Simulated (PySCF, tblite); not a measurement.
# ClGeH4PSi, a small gas-phase stand-in for a defect centre: NMR shifts, core binding energies and electronic excitations

What NMR shifts, core binding energies and electronic excitations should one expect for `[SiH3][PH][Ge][Cl]`? It is drawn as: twofold Ge.

Programs: tblite 0.8.0 and PySCF 2.14.0. All values are calculated, for the isolated system unless a continuum is named. Atoms count from 0, parts from 1.

### Step 1. Starting point

8 atoms, charge 0, multiplicity 1; geometry: distance geometry start.

### Step 2. Geometry optimisation with GFN2-xTB

What the job is given:

```
{"job": {"kind": "relax", "xc": "GFN2-xTB", "basis": "xTB"}, "charge": 0, "multiplicity": 1}
Ge    -1.695852    -0.790629     1.322533
Cl    -2.411647    -2.382847     2.642393
P     -0.673907     0.633027    -0.125191
Si     1.243336    -0.020978    -0.917787
H     -0.789401     2.001179     0.147200
H      1.053732    -1.192490    -1.730983
H      2.128398    -0.335539     0.153179
H      1.833662     1.014805    -1.738674
```

With the program's defaults for keys left out, this is: GFN2-xTB geometry optimisation, gas phase.

Run with:

```
> OMP_NUM_THREADS=1 python cluster_run.py task.json out
```

This one command runs all jobs of the session in turn.

Standard output:

```text
step      E/eV     max force
  0    -347.53370    1.875
  1    -347.68508    1.590
  2    -347.95140    1.491
  3    -348.07849    1.523
  4    -348.20811    1.078
  5    -348.27278    1.106
  6    -348.40297    1.235
  7    -348.51184    1.502
  8    -348.69421    1.672
  9    -348.86057    1.485
 10    -348.99581    1.133
 11    -349.04890    0.961
 12    -349.10671    0.995
 13    -349.25263    1.231
 14    -349.30299    0.822
 15    -349.35358    0.903
 16    -349.39931    0.719
 17    -349.41703    0.578
 18    -349.43730    0.249
 19    -349.44245    0.254
 20    -349.45154    0.331
 21    -349.46732    0.430
 22    -349.48876    0.482
 23    -349.50855    0.374
 24    -349.52226    0.274
 25    -349.52921    0.277
 26    -349.53574    0.264
 27    -349.54607    0.403
 28    -349.55879    0.552
 29    -349.57542    0.593
 30    -349.59327    0.494
 31    -349.60297    0.288
 32    -349.61149    0.255
 33    -349.61711    0.192
 34    -349.62714    0.249
 35    -349.63980    0.311
 36    -349.65327    0.305
 37    -349.66566    0.264
 38    -349.66230    0.321
 39    -349.66972    0.110
 40    -349.67078    0.128
 41    -349.67403    0.148
 42    -349.67664    0.188
 43    -349.67979    0.165
 44    -349.68109    0.082
 45    -349.68165    0.066
 46    -349.68209    0.076
 47    -349.68302    0.090
 48    -349.68432    0.118
 49    -349.68556    0.090
 50    -349.68620    0.051
 51    -349.68647    0.048
 52    -349.68680    0.060
 53    -349.68761    0.116
 54    -349.68931    0.195
 55    -349.69222    0.259
 56    -349.69561    0.232
 57    -349.69947    0.111
 58    -349.70138    0.055
 59    -349.70188    0.064
 60    -349.70212    0.065
 61    -349.70243    0.051
 62    -349.70267    0.037
 63    -349.70300    0.037
 64    -349.70322    0.041
 65    -349.70345    0.032
 66    -349.70356    0.027
 67    -349.70359    0.020
 68    -349.70362    0.023
 69    -349.70367    0.035
 70    -349.70376    0.043
 71    -349.70386    0.035
 72    -349.70391    0.015
 73    -349.70392    0.004
```

Run time: 1.7 s. Hardware: 1 thread of Arm Neoverse V2, shared host.

Along the way:

```
step  energy from step 0 (eV)  largest force (eV/Å)
   0                   0.0000                1.8751
   3                  -0.5448                1.5230
   6                  -0.8693                1.2345
   9                  -1.3269                1.4850
  12                  -1.5730                0.9957
  15                  -1.8199                0.9032
  18                  -1.9036                0.2481
  21                  -1.9336                0.4304
  24                  -1.9886                0.2742
  27                  -2.0124                0.4027
  30                  -2.0596                0.4940
  33                  -2.0834                0.1917
  36                  -2.1196                0.3047
  39                  -2.1360                0.1106
  42                  -2.1429                0.1880
  45                  -2.1479                0.0659
  48                  -2.1506                0.1178
  51                  -2.1528                0.0484
  54                  -2.1556                0.1947
  57                  -2.1658                0.1109
  60                  -2.1684                0.0649
  63                  -2.1693                0.0366
  66                  -2.1699                0.0265
  69                  -2.1700                0.0352
  72                  -2.1702                0.0147
  73                  -2.1702                0.0046
```

Distances of close pairs at the start and the end, largest changes first:

```
   bond  before (Å)  after (Å)  change (Å)
 Ge0–P2       2.273      2.360      +0.087
 P2–Si3       2.175      2.239      +0.064
 Si3–H6       1.425      1.474      +0.049
Ge0–Cl1       2.189      2.151      -0.038
 Si3–H5       1.439      1.460      +0.022
 Si3–H7       1.447      1.463      +0.015
  P2–H4       1.400      1.387      -0.012
```

### Step 3. Geometry optimisation at PBE0-D3(BJ)/def2-SVP

What the job is given:

```
{"job": {"xc": "PBE0", "basis": "def2-SVP", "d3": "d3bj", "grid": 2, "kind": "geom", "shake": 0.01}, "charge": 0, "multiplicity": 1}
Ge    -1.450455    -0.035359     1.857941
Cl    -1.528147    -2.147160     1.579917
P     -1.214564     0.626503    -0.409721
Si     0.967657    -0.003175    -0.689570
H     -0.907909     1.928506    -0.044675
H      0.882591    -1.259524    -1.426885
H      1.703519    -0.205971     0.561454
H      1.593385     1.067627    -1.456362
```

Standard output:

```text
step   0  E = -3169.23173817  max force = 0.023213
step   1  E = -3169.23660506  max force = 0.003108
step   2  E = -3169.23723936  max force = 0.001233
step   3  E = -3169.23729439  max force = 0.000737
step   4  E = -3169.23733934  max force = 0.000577
step   5  E = -3169.23737336  max force = 0.000609
step   6  E = -3169.23745703  max force = 0.001028
step   7  E = -3169.23749928  max force = 0.000884
step   8  E = -3169.23752882  max force = 0.000328
step   9  E = -3169.23753691  max force = 0.000170
optimisation converged
```

It took 68 s on 1 thread of Arm Neoverse V2, shared host; peak memory 0.52 GiB.

Along the way:

| step | energy from step 0 (eV) | largest force component (eV/Å) |
| --- | --- | --- |
| 0 | 0.0000 | 1.1937 |
| 1 | -0.1324 | 0.1598 |
| 2 | -0.1497 | 0.0634 |
| 3 | -0.1512 | 0.0379 |
| 4 | -0.1524 | 0.0297 |
| 5 | -0.1533 | 0.0313 |
| 6 | -0.1556 | 0.0529 |
| 7 | -0.1568 | 0.0455 |
| 8 | -0.1576 | 0.0169 |
| 9 | -0.1578 | 0.0087 |

Close pairs (by a distance rule), those that changed most:

```
   bond  before (Å)  after (Å)  change (Å)
Ge0–Cl1       2.131      2.212      +0.081
  P2–H4       1.387      1.429      +0.042
 Si3–H7       1.458      1.494      +0.036
 Ge0–P2       2.374      2.340      -0.034
 Si3–H6       1.465      1.495      +0.029
 Si3–H5       1.459      1.488      +0.029
 P2–Si3       2.288      2.261      -0.028
```

The final coordinates are the input of the step that follows.

```
                         at the end point                value
  point group (found at 0.08 Å tolerance)                   C1
rotational constants (GHz, main isotopes)  2.670, 1.437, 1.040
                        dipole moment (D)                 1.82
```

### Step 4. NMR shieldings: PBE0/pcSseg-2

What the job is given:

```
{"job": {"kind": "nmr", "xc": "PBE0", "basis": "pcSseg-2"}, "charge": 0, "multiplicity": 1}
Ge    -1.646188    -0.035534     1.808170
Cl    -1.104479    -2.138390     1.387143
P     -1.214626     0.745746    -0.355403
Si     0.881828    -0.046670    -0.651772
H     -0.898145     2.082236     0.038111
H      0.775823    -1.363442    -1.336689
H      1.661289    -0.203440     0.614096
H      1.590606     0.930913    -1.531307
```

With the program's defaults for keys left out, this is: GIAO PBE0/pcSseg-2 NMR shielding, non-relativistic, gas phase.

Standard output:

```text
coarse grid: 36448 points
cycle   1  E = -3169.8451082859  dE = -7.088e-01  |g| = 1.052e+00  |ddm| = 2.245e+00
cycle   2  E = -3169.7017073546  dE =  1.434e-01  |g| = 1.374e+00  |ddm| = 1.246e+00
cycle   3  E = -3169.9204587722  dE = -2.188e-01  |g| = 1.778e-01  |ddm| = 9.102e-01
cycle   4  E = -3169.9276577535  dE = -7.199e-03  |g| = 6.304e-02  |ddm| = 2.423e-01
cycle   5  E = -3169.9288476191  dE = -1.190e-03  |g| = 7.433e-03  |ddm| = 6.853e-02
cycle   6  E = -3169.9288615365  dE = -1.392e-05  |g| = 3.172e-03  |ddm| = 1.163e-02
cycle   7  E = -3169.9288644921  dE = -2.956e-06  |g| = 7.362e-04  |ddm| = 4.071e-03
final grid: 70128 points
cycle   8  E = -3169.9288682727  dE =  7.628e-08  |g| = 9.871e-04  |ddm| = 2.102e-03
cycle   9  E = -3169.9288679537  dE =  3.190e-07  |g| = 1.415e-03  |ddm| = 2.564e-03
cycle  10  E = -3169.9288685733  dE = -6.196e-07  |g| = 3.114e-05  |ddm| = 1.526e-03
cycle  11  E = -3169.9288685735  dE = -2.033e-10  |g| = 1.113e-05  |ddm| = 3.731e-05
converged SCF energy = -3169.9288685735

GIAO shielding tensors (ppm)
atom      isotropic    diamagn.    paramagn.     s11        s22        s33       span
  0 Ge      56.598    2755.643   -2699.045  -1899.503    949.018   1120.279   3019.781
  1 Cl     478.333    1148.668    -670.335    -96.764    444.532   1087.232   1183.995
  2 P      356.599     967.348    -610.749    -17.593    472.340    615.050    632.643
  3 Si     432.406     878.222    -445.816    405.793    438.289    453.135     47.341
  4 H       27.079      29.265      -2.186     24.403     25.986     30.848      6.445
  5 H       26.738      28.554      -1.816     23.403     25.605     31.206      7.802
  6 H       27.009      28.916      -1.907     23.767     25.859     31.402      7.635
  7 H       27.231      28.214      -0.983     23.522     25.138     33.033      9.511
```

It took 50 s on 1 thread of Arm Neoverse V2, shared host; peak memory 1.1 GiB.

The references, computed at this level on geometries of the same kind, shield at (ppm): ¹H TMS 31.25, ²⁹Si TMS 341.3, ³¹P H3PO4 296.6, ⁷³Ge GeMe4 1337, ³⁵Cl HCl 941. Their shielding less the atom's gives the shift. The references are single molecules in the gas phase, so shifts against H2O, NH3, PH3, H3PO4 or CFCl3 are not on the usual liquid scales and can be off by tens of ppm.

```csv
atoms,environment,σ (ppm),δ (ppm)
H5,hydrogen on a silicon bonded to P,26.74,4.51
H6,hydrogen on a silicon bonded to P,27.01,4.24
H4,"hydrogen on a phosphorus bonded to Ge, Si",27.08,4.17
H7,hydrogen on a silicon bonded to P,27.23,4.01
Ge0,"germanium bonded to Cl, P",57,1281
Cl1,chlorine bonded to Ge,478,463
P2,"phosphorus bonded to Ge, Si, H",356.6,-60.0
Si3,"silicon bonded to P, 3 H",432.4,-91.1
```

The run also stored atomic charges by several schemes (e):

```
atoms  Mulliken    IAO  Hirshfeld  ESP fit
  Ge0      0.21   0.39       0.26     0.18
  Cl1     -0.26  -0.32      -0.17    -0.18
   P2     -0.11  -0.20      -0.10    -0.17
  Si3      0.45   0.43       0.24     0.14
```

Mayer bond orders: Ge0–Cl1 1.04, Ge0–P2 1.15, P2–Si3 0.90.

### Step 5. X-ray photoelectron lines: SCAN, X2C

Same as in step 4 but for these lines:

```diff
@@ -1,2 +1,2 @@
-{"job": {"kind": "nmr", "xc": "PBE0", "basis": "pcSseg-2"}, "charge": 0, "multiplicity": 1}
+{"job": {"kind": "xps", "holes": 5}, "charge": 0, "multiplicity": 1}
 Ge    -1.646188    -0.035534     1.808170
```

With the program's defaults for keys left out, this is: delta-SCF UKS SCAN, pcX-2 on the ionised atom, pcseg-1 elsewhere, spin-free X2C.

Standard output:

```text
ground state, core basis on atom 1 (Cl), 143 functions
  cycle   1  E = -3190.17015851  |g| = 4.05e-01
  cycle   2  E = -3189.89789316  |g| = 9.67e-01
  cycle   3  E = -3190.22017111  |g| = 7.88e-02
  cycle   4  E = -3190.22133740  |g| = 6.25e-02
  cycle   5  E = -3190.22279399  |g| = 1.80e-02
  cycle   6  E = -3190.22288176  |g| = 7.53e-03
  cycle   7  E = -3190.22290835  |g| = 1.49e-03
  cycle   8  E = -3190.22290447  |g| = 3.96e-04
  E(ground) = -3190.39535052 Eh
hole in Cl 2p of atom 1
  cycle   1  E = -3182.16311310  |g| = 1.71e+00
  cycle   2  E = -3181.98620357  |g| = 1.35e+00
  cycle   3  E = -3182.46408337  |g| = 4.48e-01
  cycle   4  E = -3182.49339690  |g| = 4.12e-01
  cycle   5  E = -3182.64239694  |g| = 9.55e-02
  cycle   6  E = -3182.64959381  |g| = 3.77e-02
  cycle   7  E = -3182.65087031  |g| = 8.85e-03
  cycle   8  E = -3182.65093447  |g| = 2.22e-03
  cycle   9  E = -3182.65093933  |g| = 6.71e-04
  cycle  10  E = -3182.65093896  |g| = 1.70e-04
  E(ion) = -3182.83289272 Eh   <S^2> = 0.7523   hole on atom = 1.001   binding energy = 205.785 eV
  2p3/2 = 205.212 eV   2p1/2 = 206.865 eV
ground state, core basis on atom 2 (P), 143 functions
  cycle   1  E = -3190.14879055  |g| = 3.40e-01
  cycle   2  E = -3190.14731793  |g| = 7.23e-02
  cycle   3  E = -3190.14014187  |g| = 1.53e-01
  cycle   4  E = -3190.14939624  |g| = 1.05e-02
  cycle   5  E = -3190.14942692  |g| = 3.66e-03
  cycle   6  E = -3190.14943407  |g| = 5.85e-04
  cycle   7  E = -3190.14943224  |g| = 3.67e-04
  E(ground) = -3190.30968181 Eh
hole in P 2p of atom 2
  cycle   1  E = -3184.72124089  |g| = 1.39e+00
  cycle   2  E = -3184.27771887  |g| = 1.40e+00
  cycle   3  E = -3184.99260450  |g| = 4.19e-01
  cycle   4  E = -3185.10378761  |g| = 2.12e-01
  cycle   5  E = -3185.12704769  |g| = 1.21e-01
  cycle   6  E = -3185.13799977  |g| = 2.30e-02
  cycle   7  E = -3185.13830113  |g| = 1.09e-02
  cycle   8  E = -3185.13838043  |g| = 1.59e-03
  cycle   9  E = -3185.13837957  |g| = 8.80e-04
  cycle  10  E = -3185.13838160  |g| = 2.96e-04
  E(ion) = -3185.30870471 Eh   <S^2> = 0.7550   hole on atom = 1.002   binding energy = 136.084 eV
  2p3/2 = 135.827 eV   2p1/2 = 136.716 eV
ground state, core basis on atom 3 (Si), 143 functions
  cycle   1  E = -3190.12799607  |g| = 2.90e-01
  cycle   2  E = -3190.12557825  |g| = 9.03e-02
  cycle   3  E = -3190.11975104  |g| = 1.43e-01
  cycle   4  E = -3190.12878721  |g| = 1.09e-02
  cycle   5  E = -3190.12881787  |g| = 3.38e-03
  cycle   6  E = -3190.12881671  |g| = 1.05e-03
  cycle   7  E = -3190.12881450  |g| = 4.75e-04
  E(ground) = -3190.27763997 Eh
hole in Si 2p of atom 3
  cycle   1  E = -3185.84195026  |g| = 1.23e+00
  cycle   2  E = -3185.29770545  |g| = 1.33e+00
  cycle   3  E = -3186.05375041  |g| = 3.75e-01
  cycle   4  E = -3186.16257105  |g| = 1.47e-01
  cycle   5  E = -3186.17226552  |g| = 9.83e-02
  cycle   6  E = -3186.17950459  |g| = 1.91e-02
  cycle   7  E = -3186.17977451  |g| = 5.36e-03
  cycle   8  E = -3186.17979645  |g| = 1.69e-03
  cycle   9  E = -3186.17980081  |g| = 5.21e-04
  cycle  10  E = -3186.17980080  |g| = 3.54e-04
  E(ion) = -3186.33986988 Eh   <S^2> = 0.7534   hole on atom = 1.002   binding energy = 107.152 eV
  2p3/2 = 106.921 eV   2p1/2 = 107.544 eV
```

Wall time 15 s (1 thread of Arm Neoverse V2, shared host); peak memory 0.45 GiB.

The holes in one table. −ε is the ground-state orbital energy:

```
       hole  stands for                     environment  ΔSCF (eV; 2p as the shell's mean)  −ε (eV)   ⟨S²⟩
Cl2p on Cl1         Cl1           chlorine bonded to Ge                             205.76    193.3  0.752
  P2p on P2          P2  phosphorus bonded to Ge, Si, H                             136.12    125.9  0.755
Si2p on Si3         Si3        silicon bonded to P, 3 H                             107.13     96.7  0.753
```

With the spin-orbit splitting: Cl1 2p3/2 205.21, 2p1/2 206.87 eV; P2 2p3/2 135.83, 2p1/2 136.72 eV; Si3 2p3/2 106.92, 2p1/2 107.54 eV. The table gives each 2p level as the mean over the whole 2p shell (two parts 2p3/2, one part 2p1/2), which differs a little from the single hole in the log.

### Step 6. Excited states and response: CAM-B3LYP/def2-SVPD

Same as in step 5 but for these lines:

```diff
@@ -1,2 +1,2 @@
-{"job": {"kind": "xps", "holes": 5}, "charge": 0, "multiplicity": 1}
+{"job": {"kind": "uv", "xc": "CAM-B3LYP", "basis": "def2-SVPD", "nstates": 6, "ntriplets": 2, "ip": true}, "charge": 0, "multiplicity": 1}
 Ge    -1.646188    -0.035534     1.808170
```

Level: TDDFT CAM-B3LYP/def2-SVPD, vertical, gas phase, core orbitals frozen in the response.

Standard output:

```text
coarse grid: 36448 points
cycle   1  E = -3169.9840466039  dE = -6.896e-01  |g| = 4.832e-01  |ddm| = 2.888e+00
cycle   2  E = -3169.9748660707  dE =  9.181e-03  |g| = 5.687e-01  |ddm| = 1.296e+00
cycle   3  E = -3170.0422574120  dE = -6.739e-02  |g| = 2.256e-02  |ddm| = 6.557e-01
cycle   4  E = -3170.0425194222  dE = -2.620e-04  |g| = 1.142e-02  |ddm| = 8.182e-02
cycle   5  E = -3170.0425809428  dE = -6.152e-05  |g| = 2.725e-03  |ddm| = 2.555e-02
cycle   6  E = -3170.0425864738  dE = -5.531e-06  |g| = 8.189e-04  |ddm| = 8.990e-03
final grid: 70128 points
cycle   7  E = -3170.0425737213  dE = -5.830e-07  |g| = 5.201e-04  |ddm| = 3.127e-03
cycle   8  E = -3170.0425738338  dE = -1.125e-07  |g| = 4.197e-04  |ddm| = 1.674e-03
cycle   9  E = -3170.0425738972  dE = -6.338e-08  |g| = 7.229e-05  |ddm| = 6.504e-04
cycle  10  E = -3170.0425739057  dE = -8.523e-09  |g| = 3.846e-05  |ddm| = 3.727e-04
cycle  11  E = -3170.0425739069  dE = -1.174e-09  |g| = 6.247e-06  |ddm| = 1.629e-04
cycle  12  E = -3170.0425739070  dE = -4.957e-11  |g| = 1.884e-06  |ddm| = 1.251e-05
converged SCF energy = -3170.0425739070

Static polarisability (au): isotropic 105.313, principal 82.142 106.150 127.649

Singlet excitations
state   eV       nm        f      main configurations
  1   2.6256    472.2   0.00756   H->L 0.97
  2   4.2788    289.8   0.02634   H-1->L 0.92
  3   4.9274    251.6   0.03156   H->L+1 0.93
  4   5.1795    239.4   0.00200   H-2->L 0.92
  5   5.5646    222.8   0.01959   H-3->L 0.70
  6   5.7198    216.8   0.12723   H->L+2 0.54, H-4->L 0.22, H-5->L 0.09

Triplet excitations (Tamm-Dancoff, eV): 1.8214 3.5857
Vertical ionisation energy (delta-SCF) = 8.6989 eV
Vertical electron affinity (delta-SCF) = 1.3184 eV
```

It took 48 s on 1 thread of Arm Neoverse V2, shared host; peak memory 0.71 GiB.

Frontier orbitals and where they lie:

```
orbital      eV                        atoms
 HOMO−3  -10.70  Cl1 64 %, Ge0 12 %, Si3 9 %
 HOMO−2  -10.53   Cl1 68 %, P2 11 %, Si3 7 %
 HOMO−1   -9.24  P2 49 %, Ge0 15 %, Si3 15 %
   HOMO   -7.96  Ge0 40 %, P2 38 %, Cl1 13 %
   LUMO   -1.97  Ge0 68 %, P2 13 %, Cl1 13 %
 LUMO+1    0.18  Ge0 48 %, Cl1 23 %, P2 13 %
 LUMO+2    0.64  Ge0 45 %, P2 26 %, Si3 10 %
```

With each of the 6 states as a Gaussian band of 0.4 eV half-width at 1/e, the curve within the window shown has maxima at 472 nm (ε 310), 281 nm (ε 1,200), 218 nm (ε 5,900) L/(mol cm). Beyond the last state computed it falls off for lack of states. The curve at chosen wavelengths:

| nm | ε (L/mol/cm) |
| --- | --- |
| 206 | 3154 |
| 222 | 5510 |
| 238 | 2239 |
| 255 | 1504 |
| 271 | 1216 |
| 287 | 1184 |
| 303 | 875 |
| 320 | 386 |
| 336 | 123 |
| 352 | 32 |
| 368 | 16 |
| 385 | 34 |
| 401 | 79 |
| 417 | 144 |
| 433 | 215 |
| 450 | 275 |
| 466 | 304 |
| 482 | 301 |
| 498 | 273 |
| 515 | 227 |
| 531 | 181 |
| 547 | 137 |
| 563 | 100 |
| 580 | 69 |
| 596 | 48 |
| 612 | 32 |

Ground-state properties from the same run:

```
           property  computed
  dipole moment (D)      1.99
polarisability (Å³)     15.61
 HOMO–LUMO gap (eV)      5.99
      −ε(HOMO) (eV)      7.96
```

### Step 7. Results

```
                                 quantity                        value
                              point group                           C1
     rotational constants (main isotopes)         2.67, 1.44, 1.04 GHz
    ¹H shifts against TMS (PBE0/pcSseg-2)   4.51, 4.24, 4.17, 4.01 ppm
⁷³Ge shifts against GeMe4 (PBE0/pcSseg-2)                     1281 ppm
  ³⁵Cl shifts against HCl (PBE0/pcSseg-2)                      463 ppm
 ³¹P shifts against H3PO4 (PBE0/pcSseg-2)                    -60.0 ppm
  ²⁹Si shifts against TMS (PBE0/pcSseg-2)                    -91.1 ppm
        Cl2p binding energies, SCAN/pcX-2                Cl1 205.76 eV
         P2p binding energies, SCAN/pcX-2                 P2 136.12 eV
        Si2p binding energies, SCAN/pcX-2                Si3 107.13 eV
     lowest singlet (CAM-B3LYP/def2-SVPD)  2.63 eV (472 nm), f = 0.008
 brightest single state of those computed  state 6, 5.72 eV, f = 0.127
                           lowest triplet                      1.82 eV
        vertical ionisation energy (ΔSCF)                      8.70 eV
        vertical electron affinity (ΔSCF)                      1.32 eV
```

In words: The start of the PBE0/def2-SVP relaxation was shaken at random by about 0.01 Å, so part of the energy gained, and of the first lengths quoted, undoes that. Over 9 steps the energy fell by 0.158 eV; of the close pairs, Ge0–Cl1 changed most, 2.131 to 2.212 Å (PBE0/def2-SVP). Hydrogens of an XH3 group are listed apart at this fixed geometry; free rotation makes them one line at their mean. At PBE0/pcSseg-2: The largest span, 3020 ppm, is at Ge0, where the paramagnetic term is -2699 ppm. The first singlet state (HOMO→LUMO 0.97) lies at 2.63 eV and is weak; of the 6 states computed, the strongest absorption comes from state 6 at 5.72 eV (the last computed, so partners may be missing). The lowest triplet lies 0.80 eV below the lowest singlet (triplets in Tamm-Dancoff, singlets in full TDDFT). The orbital energy would give 7.96 eV for ionisation, ΔSCF gives 8.70 eV. Spin-orbit coupling is left out, which matters for shieldings and couplings at and beside the heavy atoms.
